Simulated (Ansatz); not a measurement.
# SrZnC6: the cost of one run

Computed with Ansatz 0.2.0 (DFT PBE, scalar-relativistic, plane waves, PAW, unless a step's input says otherwise).

3 further runs of the same task are left out: 2 that didn't finish, 1 set aside as unsound or not needed.

### Step 1. The starting structure

Symmetry: Fm-3m, No. 225, cubic system. Conventional cell: a = 8.962 Å, b = 8.962 Å, c = 8.962 Å, α = 90.00°, β = 90.00°, γ = 90.00°. Sr (site symmetry m-3m) has 6 C at 2.24 Å as nearest neighbours. Around Zn (site symmetry m-3m) lie 6 C at 2.24 Å. Around C (site symmetry 4mm) lie 1 Sr at 2.24 Å and 1 Zn at 2.24 Å.

As a file:

```cif
data_structure
_symmetry_space_group_name_H-M 'Fm-3m'
_symmetry_Int_Tables_number 225
_cell_length_a 8.9623
_cell_length_b 8.9623
_cell_length_c 8.9623
_cell_angle_alpha 90.000
_cell_angle_beta 90.000
_cell_angle_gamma 90.000
_cell_volume 719.88
loop_
_atom_site_label
_atom_site_type_symbol
_atom_site_symmetry_multiplicity
_atom_site_Wyckoff_symbol
_atom_site_fract_x
_atom_site_fract_y
_atom_site_fract_z
_atom_site_occupancy
Sr1 Sr 4 b 0.50000 0.00000 0.00000 1
Zn1 Zn 4 a 0.00000 0.00000 0.00000 1
C1 C 24 e 0.25000 0.00000 0.00000 1
```

A structure generator made this guess: ordered mixture on the cation sites of rhenium trioxide (Fm-3m, No. 225). Its size is a rough estimate.

### Step 2. Probe: one point on a coarse mesh

The input, input.yaml:

```yaml
crystal:
  lattice:
    - [0.0, 4.48115132, 4.48115132]
    - [4.48115132, 0.0, 4.48115132]
    - [4.48115132, 4.48115132, 0.0]
  atoms:
    - { symbol: Sr, position: [0.5, 0.5, 0.5] }
    - { symbol: Zn, position: [0.0, 0.0, 0.0] }
    - { symbol: C, position: [0.75, 0.25, 0.25] }
    - { symbol: C, position: [0.25, 0.75, 0.75] }
    - { symbol: C, position: [0.25, 0.75, 0.25] }
    - { symbol: C, position: [0.75, 0.25, 0.75] }
    - { symbol: C, position: [0.25, 0.25, 0.75] }
    - { symbol: C, position: [0.75, 0.75, 0.25] }
basis:
  ecutwfc: 420
kpoints:
  mp_grid: { grid: [4, 4, 4] }
hamiltonian:
  xc: pbe
scf:
  occupations: { method: gaussian, width: 0.1 }
  lower_state_search: "off"
output:
  forces: true
  stress: true
  eigenvalues: true
```

Command:

```sh
$ ansatz run input.yaml --threads 1 --pin off --max-ram 2048MiB --backend cpu --events-out ev --progress --plain --runs-dir out
```

**Question.** How long does this run take on 1 thread of Arm Neoverse V2, shared host, and how much memory does it need?

About 3 s, with a peak of 0.41 GiB.
